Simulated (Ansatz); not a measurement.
**CAM-B3LYP/def2-SVP (core potential) run of SnH2S2F2 (SMILES [F][Sn]([F])([SH])[SH])**

Aim: the electronic atomisation energy of SnH2S2F2 at CAM-B3LYP/def2-SVP (core potential), from 5 runs. 

The results are computed with Ansatz 0.2.0.

45 further runs of the same task are left out: 45 set aside as unsound or not needed. Runs told in other sessions of the task aren't counted.

## Step 1: The system as given

The species is SnH2S2F2 (7 atoms), meant as a singlet with charge 0. As SMILES, `[F][Sn]([F])([SH])[SH]`. The shape is that of a PBE0-D4/def2-TZVP optimisation. This is one conformer, not always the lowest.

Bond lengths: F1–Sn2 1.902 Å, Sn2–F3 1.906 Å, Sn2–S4 2.359 Å, Sn2–S5 2.362 Å, S4–H6 1.346 Å, S5–H7 1.346 Å. Angles: F1–Sn2–F3 102.6°, F1–Sn2–S4 105.1°, F1–Sn2–S5 112.8°, F3–Sn2–S4 113.0°, F3–Sn2–S5 105.0°, S4–Sn2–S5 117.6°, Sn2–S4–H6 91.6°, Sn2–S5–H7 90.4°.

## Step 2: The energy at CAM-B3LYP/def2-SVP (core potential)

File molecule.yaml:

```yaml
crystal:
  periodic: [false, false, false]
  atoms:
    - {symbol: F, position_ang: [0.246200, -2.260000, 0.562200]}
    - {symbol: Sn, position_ang: [0.078900, -0.394700, 0.232400]}
    - {symbol: F, position_ang: [1.629500, 0.318000, 1.082100]}
    - {symbol: S, position_ang: [-1.928000, 0.238900, 1.297200]}
    - {symbol: S, position_ang: [0.326700, 0.156800, -2.051400]}
    - {symbol: H, position_ang: [-1.920300, 1.436500, 0.683700]}
    - {symbol: H, position_ang: [1.628300, 0.436500, -1.851900]}
basis:
  gaussian:
    orbitals: def2-SVP
hamiltonian:
  xc: {name: CAM-B3LYP}
accuracy: high
output: {orbitals: {seedname: orbitals}}
```

Started as:

```bash
$ ansatz run molecule.yaml --threads 1 --pin off --max-ram 2610MiB --events-out events.jsonl --progress --plain --runs-dir runs
```

The program printed:

```text
Warning: RAYON_NUM_THREADS=1 ignored (pool sized by the plan → 1); use --threads N
Functional definition: CAM-B3LYP
  name "CAM-B3LYP"
  parameter alpha = 0.19
  parameter beta = 0.46
  parameter omega = 0.33/bohr
  parameter ac = 0.81
  exchange = (1 - alpha - beta)*b88_x + beta*b88_x_sr(omega) + alpha*exact_x + beta*exact_x_lr(omega)
  correlation = (1 - ac)*vwn5_c + ac*lyp_c
2157 factors; integrals over basis functions are off by at most 1.4e-8 eV
456 factors; integrals over basis functions are off by at most 1.9e-9 eV
mean field evaluation 1: about -32954.2227 eV, gradient 5.0e1 eV
mean field evaluation 2: about -32949.5080 eV, gradient 7.8e1 eV
mean field evaluation 4: about -32958.7585 eV, gradient 1.6e0 eV
mean field evaluation 8: about -32958.8835 eV, gradient 1.7e-1 eV
mean field evaluation 16: about -32958.8835 eV, gradient 1.1e-4 eV
mean field -32958.88354150 eV, -1211.2166298167 hartree, gradient 3.6e-8 eV, S^2 0.000000; 0 other end points of the search recorded, 0 dependent functions left out
reference -32958.88356194 eV, -1211.2166305678 hartree; 37, 37 occupied and 63, 63 virtual orbitals, 2157 factors
Total energy: -32958.88356194 eV, -1211.2166305678 hartree
```

Wall time 13 s (1 thread of Arm Neoverse V2, shared host); peak memory 0.47 GiB.

## Step 3: The F atom at the same level

File molecule.yaml:

```yaml
basis:
  gaussian:
    orbitals: def2-SVP
crystal:
  periodic: [false, false, false]
  atoms:
    - symbol: F
      position_ang: [0.000000, 0.000000, 0.000000]
magnetization:
  spin_polarized: true
  initial_magnetization: 1
hamiltonian:
  xc: {name: CAM-B3LYP}
accuracy: high
```

Run the same way, it converges to -99.61656 Eh (log not shown).

## Step 4: The H atom, same level

File in.yaml:

```yaml
crystal:
  periodic: [false, false, false]
  atoms:
    - {symbol: H, position_ang: [0.000000, 0.000000, 0.000000]}
basis:
  gaussian:
    orbitals: def2-SVP
magnetization:
  spin_polarized: true
  initial_magnetization: 1
hamiltonian:
  xc: {name: CAM-B3LYP}
accuracy: high
```

Run the same way, it converges to -0.49790 Eh (log not shown).

## Step 5: The S atom, same level

File in.yaml:

```yaml
crystal:
  periodic: [false, false, false]
  atoms:
    - symbol: S
      position_ang: [0.000000, 0.000000, 0.000000]
basis:
  gaussian:
    orbitals: def2-SVP
magnetization:
  spin_polarized: true
  initial_magnetization: 2
hamiltonian:
  xc: {name: CAM-B3LYP}
accuracy: high
```

Run the same way, it converges to -397.98919 Eh (log not shown).

## Step 6: The Sn atom

File job.yaml:

```yaml
crystal:
  periodic: [false, false, false]
  atoms:
    - symbol: Sn
      position_ang: [0.000000, 0.000000, 0.000000]
basis:
  gaussian:
    orbitals: def2-SVP
magnetization:
  spin_polarized: true
  initial_magnetization: 2
hamiltonian:
  xc: {name: CAM-B3LYP}
accuracy: high
```

Started as:

```bash
$ ansatz run job.yaml --threads 1 --pin off --max-ram 2610MiB --events-out events.jsonl --progress --plain --runs-dir runs
```

The program printed:

```text
Warning: RAYON_NUM_THREADS=1 ignored (pool sized by the plan → 1); use --threads N
Functional definition: CAM-B3LYP
  name "CAM-B3LYP"
  parameter alpha = 0.19
  parameter beta = 0.46
  parameter omega = 0.33/bohr
  parameter ac = 0.81
  exchange = (1 - alpha - beta)*b88_x + beta*b88_x_sr(omega) + alpha*exact_x + beta*exact_x_lr(omega)
  correlation = (1 - ac)*vwn5_c + ac*lyp_c
223 factors; integrals over basis functions are off by at most 2.0e-9 eV
101 factors; integrals over basis functions are off by at most 1.3e-9 eV
mean field evaluation 1: about -5829.4686 eV, gradient 1.8e0 eV
mean field evaluation 2: about -5829.5038 eV, gradient 3.9e-1 eV
mean field evaluation 4: about -5829.5082 eV, gradient 3.9e-1 eV
mean field evaluation 8: about -5829.5101 eV, gradient 6.5e-4 eV
mean field evaluation 16: about -5829.5101 eV, gradient 5.1e-8 eV
mean field -5829.51010834 eV, -214.2305450975 hartree, gradient 5.1e-8 eV, S^2 2.002711; 0 other end points of the search recorded, 0 dependent functions left out
reference -5829.51011840 eV, -214.2305454673 hartree; 12, 10 occupied and 14, 16 virtual orbitals, 223 factors
Total energy: -5829.51011840 eV, -214.2305454673 hartree
```

Wall time 1.8 s (1 thread of Arm Neoverse V2, shared host); peak memory 0.1 GiB.

## Step 7: Results

Level: CAM-B3LYP/def2-SVP (core potential).

| quantity | value |
| --- | --- |
| molecule: total energy | -1211.21663 Eh |
| molecule: HOMO energy | -9.64 eV |
| molecule: LUMO energy | -1.18 eV |
| molecule: HOMO–LUMO gap | 8.47 eV |
| F atom: total energy | -99.61656 Eh |
| F atom: ⟨S²⟩ | 0.751 |
| H atom: total energy | -0.49790 Eh |
| H atom: ⟨S²⟩ | 0.750 |
| S atom: total energy | -397.98919 Eh |
| S atom: ⟨S²⟩ | 2.002 |
| Sn atom: total energy | -214.23055 Eh |
| Sn atom: ⟨S²⟩ | 2.003 |
| electronic atomisation energy | 21.192 eV |

In words: Taking the molecule apart into free atoms costs 21.19 eV (489 kcal/mol), before zero-point energy and without spin-orbit coupling.
